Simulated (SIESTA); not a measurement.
The system is KHf2BiO6.

```
Bi Hf K O
1.0
     0.00000    4.13123    4.13123
     4.13123    0.00000    4.13123
     4.13123    4.13123    0.00000
Bi Hf K O
1 2 1 6
Direct
  0.00000 0.00000 0.00000
  0.75000 0.75000 0.75000
  0.25000 0.25000 0.25000
  0.50000 0.50000 0.50000
  0.00000 0.50000 0.00000
  0.50000 0.00000 0.50000
  0.50000 0.00000 0.00000
  0.00000 0.50000 0.50000
  0.00000 0.00000 0.50000
  0.50000 0.50000 0.00000
```

The cell comes from a database or a generator and needn't be the stable form of this composition.

| Quantity | Value |
| --- | --- |
| Program | SIESTA 5.4.2 |
| Task | single point |
| Functional | PBEsol |
| Potentials or basis | PseudoDojo 0.4 standard (PBEsol files) |
| Basis | DZP (energy shift 0.003 Ry; two zetas on semicore shells; d shell added on K) |
| Grid cutoff | 800 Ry |
| Energy shift | 0.003 Ry |
| k mesh | 6 × 6 × 6 |
| Occupations | fermi-dirac, width 0.05 eV |
| Spin | no spin polarisation |

On this cell: pressure -2.9 GPa; largest force zero by symmetry; band gap on the k mesh 0.76 eV, indirect (least direct gap 0.81 eV).

The same run follows on a disturbed copy (atoms moved at random, drawn with an rms of 0.05 Å):

```
CELL_PARAMETERS angstrom
0.00000 4.13123 4.13123
4.13123 0.00000 4.13123
4.13123 4.13123 0.00000
ATOMIC_POSITIONS crystal
Bi 0.99384 0.99596 0.00008
Hf 0.74741 0.75526 0.74590
Hf 0.24987 0.25944 0.25456
K 0.49826 0.49681 0.49819
O 0.99633 0.51175 0.99734
O 0.49812 0.99717 0.51299
O 0.50296 0.99939 0.00200
O 0.99959 0.48967 0.50683
O 0.00329 0.00035 0.50335
O 0.49353 0.50631 0.99577
```

What does the disturbed cell give?

The energy moves by +10.3 meV/atom; pressure -2.4 GPa; largest force 1.570 eV/Å; band gap on the k mesh 0.66 eV, indirect (least direct gap 0.81 eV).

Forces on the atoms (eV/Å):
```
Bi  -0.521 -0.363 -0.127
Hf   0.292  0.932  0.143
Hf  -1.316 -0.515 -0.684
K    0.154  0.058  0.104
O    0.168  0.762  0.050
O   -0.101 -1.277  0.168
O    0.394  0.206  0.171
O    0.864  0.069  0.014
O   -0.047 -0.055 -0.013
O    0.110  0.181  0.172
```

Stress tensor (GPa, compression positive):
```
-2.39 -0.40 -0.51
-0.40 -2.15 -0.56
-0.51 -0.56 -2.70
```

Caveats: short orbitals over semicore shells can move pressures by several GPa; spin-orbit coupling is left out, which as a rule narrows the gap of such compounds by several tenths of an eV; the basis of atomic orbitals isn't converged, which shifts pressures, moduli and gaps.

A k mesh can miss the band edges.
